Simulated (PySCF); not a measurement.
# C2H10B3NS: electronic excitations

Wanted: the electronic excitations of C2H10B3NS (`BSBCBNC`), by calculation.

Programs: PySCF 2.14.0, with density-fitted response routines of our own. Each step states its level of theory. These are calculated values for one molecule in the gas phase, unless marked as measured. Atoms count from 0, in the outputs and in this text.

### Step 1. The molecule as given

17 atoms, charge 0, multiplicity 1; geometry from: GFN2-xTB.

Bonds of the start (Å): B0–S1 1.76, S1–B2 1.81, B2–C3 1.55, C3–B4 1.61, B4–N5 1.38, N5–C6 1.44, B0–H7 1.17, B0–H8 1.17, B2–H9 1.17, C3–H10 1.09, C3–H11 1.09, B4–H12 1.17, N5–H13 1.01, C6–H14 1.09, C6–H15 1.09, C6–H16 1.09.

### Step 2. Excited states and response: CAM-B3LYP/def2-SVPD

Job settings and geometry (Å):

```
{"job": {"kind": "uv", "xc": "CAM-B3LYP", "basis": "def2-SVPD", "nstates": 8, "ntriplets": 3}, "charge": 0, "multiplicity": 1}
B      2.484711     0.894814    -0.121664
S      2.451535    -0.686587     0.653977
B      1.240750    -1.749895    -0.179625
C      0.124930    -1.228334    -1.126215
B     -1.059979    -0.698528    -0.175595
N     -1.015455     0.594693     0.296792
C     -1.960304     1.256607     1.166574
H      1.944694     1.105053    -1.137080
H      3.117582     1.725873     0.401582
H      1.292056    -2.868179     0.162323
H     -0.255642    -2.019173    -1.770114
H      0.446614    -0.402340    -1.759373
H     -1.949852    -1.394195     0.135993
H     -0.240235     1.199520     0.055686
H     -2.764547     0.567338     1.413741
H     -1.475550     1.578144     2.092669
H     -2.388307     2.137219     0.678789
```

Level: TDDFT CAM-B3LYP/def2-SVPD, vertical, gas phase, core orbitals frozen in the response.

Started as:

```
$ OMP_NUM_THREADS=1 python probes_run.py task.json out
```

One launch serves the whole session: the jobs run in the order shown.

Predict these results of the whole session: lowest singlet (CAM-B3LYP/def2-SVPD); brightest single state of those computed; lowest triplet; surface potential, 1st and 99th percentile.

**Answer**, as computed:

```
                                quantity                        value
    lowest singlet (CAM-B3LYP/def2-SVPD)  4.70 eV (264 nm), f = 0.008
brightest single state of those computed  state 8, 6.91 eV, f = 0.076
                          lowest triplet                      4.35 eV
   surface potential, 1st and 99th percentile           -0.65 V and 1.69 V
```

The lowest singlet, at 4.70 eV, is HOMO−1→LUMO 0.51, HOMO→LUMO 0.43 and is weak; of the 8 states computed, the strongest absorption comes from state 8 at 6.91 eV (the last computed, so partners may be missing). The lowest triplet lies 0.35 eV below the lowest singlet (triplets in Tamm-Dancoff, singlets in full TDDFT). At CAM-B3LYP/def2-SVPD, counted by nearest atom on the grid, the HOMO lies on N5 40 %; S1 14 %, the LUMO on B0 31 %; B2 22 %.
